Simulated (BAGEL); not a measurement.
**HF/6-31G(d) (density fitting with cc-pvqz-jkfit, spherical functions) run of GaCNCl2 (SMILES N#[C][Ga]([Cl])[Cl])**

Aim: the energy change on altering one bond length of GaCNCl2 at HF/6-31G* (density fitting with cc-pvqz-jkfit, spherical functions), from 2 runs. 

Program for the calculation: BAGEL 1.2.2.

6 further runs of the same task are left out: 6 that didn't finish.

**1. The molecule**

The species is GaCNCl2 (5 atoms), meant as a singlet with charge 0. SMILES: `N#[C][Ga]([Cl])[Cl]`. The coordinates come from a PBE0-D4/def2-TZVP relaxation.

Bond lengths: N1–C2 1.152 Å, C2–Ga3 1.918 Å, Ga3–Cl4 2.106 Å, Ga3–Cl5 2.106 Å. Angles: N1–C2–Ga3 180.0°, C2–Ga3–Cl4 119.8°, C2–Ga3–Cl5 119.8°, Cl4–Ga3–Cl5 120.5°.

**2. The energy at HF/6-31G(d) (density fitting with cc-pvqz-jkfit, spherical functions)**

calc.json

```json
{ "bagel": [

{
  "title": "molecule",
  "basis": "6-31gs.json",
  "df_basis": "cc-pvqz-jkfit",
  "angstrom": true,
  "geometry": [
    { "atom": "N", "xyz": [    0.909600,   -1.318100,    1.914000 ] },
    { "atom": "C", "xyz": [    0.493500,   -0.715000,    1.025200 ] },
    { "atom": "Ga", "xyz": [   -0.199400,    0.288700,   -0.455700 ] },
    { "atom": "Cl", "xyz": [   -1.735500,   -0.526200,   -1.643200 ] },
    { "atom": "Cl", "xyz": [    0.581700,    2.197000,   -0.881800 ] }
  ]
},
{ "title": "hf" },
{ "title": "print", "file": "orbitals.molden", "orbitals": true }

]}
```

The basis set 6-31G* is read from a file made from the Basis Set Exchange's data (not shown).

Command:

```
$ BAGEL_NUM_THREADS=1 BAGEL calc.json > calc.out
```

Log:

```text
* using 1 threads per process

  ===============================================================
  ===============================================================

  *** Geometry ***

  { "atom" : "N", "xyz" : [      1.718895,     -2.490848,      3.616936 ] },
  { "atom" : "C", "xyz" : [      0.932580,     -1.351154,      1.937347 ] },
  { "atom" : "Ga", "xyz" : [     -0.376811,      0.545564,     -0.861148 ] },
  { "atom" : "Cl", "xyz" : [     -3.279620,     -0.994374,     -3.105198 ] },
  { "atom" : "Cl", "xyz" : [      1.099254,      4.151728,     -1.666360 ] },

  Number of auxiliary basis functions:      726

  Since a DF basis is specified, we compute 2- and 3-index integrals:
    o Being stored without compression. Storage requirement is 0.054 GB

  Number of basis functions:       96
  Number of electrons      :       78

    * METHOD: MOLECULE                             0.89

  *** RHF ***

  === Nuclear Repulsion ===
   473.6927434132

      * DIIS with orbital gradients will be used.

  === RHF iteration (6-31gs.json) ===
      0      -2934.09085941          0.01945759           0.28
      1      -2934.17081162          0.01866681           0.23
      2      -2934.36105176          0.00145088           0.25
      3      -2934.36342637          0.00065176           0.22
      4      -2934.36380088          0.00018488           0.26
      5      -2934.36382880          0.00006470           0.24
      6      -2934.36383358          0.00002498           0.23
      7      -2934.36383484          0.00001073           0.30
      8      -2934.36383505          0.00000716           0.24
      9      -2934.36383515          0.00000362           0.26
     10      -2934.36383519          0.00000116           0.24
     11      -2934.36383519          0.00000040           0.26
     12      -2934.36383519          0.00000014           0.25
     13      -2934.36383519          0.00000004           0.24
     14      -2934.36383519          0.00000003           0.25
     15      -2934.36383519          0.00000001           0.26
    * SCF iteration converged.

    * Permanent dipole moment:
           (    0.248726,    -0.360866,     0.531507) a.u.

    * METHOD: HF                                   4.50

    * METHOD: PRINT                                0.02

  ===============================================================
```

Wall time 6 s (1 thread of Intel Xeon Platinum 8488C (Sapphire Rapids), shared host); peak memory 0.23 GiB.

**3. The distorted shape**

job.json

```json
{ "bagel": [

{
  "title": "molecule",
  "basis": "6-31gs.json",
  "df_basis": "cc-pvqz-jkfit",
  "angstrom": true,
  "geometry": [
    { "atom": "N", "xyz": [    1.117458,   -1.619193,    2.358245 ] },
    { "atom": "C", "xyz": [    0.701358,   -1.016093,    1.469445 ] },
    { "atom": "Ga", "xyz": [   -0.199400,    0.288700,   -0.455700 ] },
    { "atom": "Cl", "xyz": [   -1.735500,   -0.526200,   -1.643200 ] },
    { "atom": "Cl", "xyz": [    0.581700,    2.197000,   -0.881800 ] }
  ]
},
{ "title": "hf", "charge": 0 },
{ "title": "print", "file": "orbitals.molden", "orbitals": true }

]}
```

The basis set 6-31G* is read from a file made from the Basis Set Exchange's data (not shown).

Command:

```
$ BAGEL_NUM_THREADS=1 BAGEL job.json > job.out
```

Log:

```text
* using 1 threads per process

  ===============================================================
  ===============================================================

  *** Geometry ***

  { "atom" : "N", "xyz" : [      2.111690,     -3.059831,      4.456437 ] },
  { "atom" : "C", "xyz" : [      1.325375,     -1.920137,      2.776849 ] },
  { "atom" : "Ga", "xyz" : [     -0.376811,      0.545564,     -0.861148 ] },
  { "atom" : "Cl", "xyz" : [     -3.279620,     -0.994374,     -3.105198 ] },
  { "atom" : "Cl", "xyz" : [      1.099254,      4.151728,     -1.666360 ] },

  Number of auxiliary basis functions:      726

  Since a DF basis is specified, we compute 2- and 3-index integrals:
    o Being stored without compression. Storage requirement is 0.054 GB

  Number of basis functions:       96
  Number of electrons      :       78

    * METHOD: MOLECULE                             0.73

  *** RHF ***

  === Nuclear Repulsion ===
   449.0963210622

      * DIIS with orbital gradients will be used.

  === RHF iteration (6-31gs.json) ===
      0      -2934.02107240          0.01911303           0.26
      1      -2934.10390235          0.01824538           0.23
      2      -2934.30509185          0.00196200           0.23
      3      -2934.30929164          0.00089521           0.25
      4      -2934.31012724          0.00024092           0.23
      5      -2934.31018905          0.00007690           0.23
      6      -2934.31019708          0.00002217           0.27
      7      -2934.31019798          0.00000582           0.25
      8      -2934.31019802          0.00000322           0.24
      9      -2934.31019803          0.00000109           0.24
     10      -2934.31019803          0.00000066           0.24
     11      -2934.31019803          0.00000037           0.23
     12      -2934.31019803          0.00000013           0.24
     13      -2934.31019803          0.00000005           0.23
     14      -2934.31019803          0.00000003           0.24
     15      -2934.31019803          0.00000001           0.25
     16      -2934.31019803          0.00000000           0.27
    * SCF iteration converged.

    * Permanent dipole moment:
           (    0.662720,    -0.960564,     1.416287) a.u.

    * METHOD: HF                                   4.56

    * METHOD: PRINT                                0.02

  ===============================================================
```

It took 5.7 s on 1 thread of Intel Xeon Platinum 8488C (Sapphire Rapids), shared host; peak memory 0.22 GiB.

**4. What came out**

At HF/6-31G* (density fitting with cc-pvqz-jkfit, spherical functions):

```
                                                          quantity           value
                                         first shape: total energy  -2934.36384 Eh
                                        first shape: dipole moment          1.75 D
                                          first shape: HOMO energy       -13.16 eV
                                          first shape: LUMO energy         0.42 eV
                                        first shape: HOMO–LUMO gap        13.58 eV
                                     distorted shape: total energy  -2934.31020 Eh
                                    distorted shape: dipole moment          4.66 D
                                      distorted shape: HOMO energy       -12.39 eV
                                      distorted shape: LUMO energy        -0.08 eV
                                    distorted shape: HOMO–LUMO gap        12.31 eV
energy change with the C2–Ga3 bond stretched from 1.918 to 2.494 Å        1.460 eV
```

In words: With the C2–Ga3 bond stretched from 1.918 to 2.494 Å the energy rises by 1.46 eV (34 kcal/mol). The first shape isn't relaxed at this level, so the change isn't measured from a minimum.
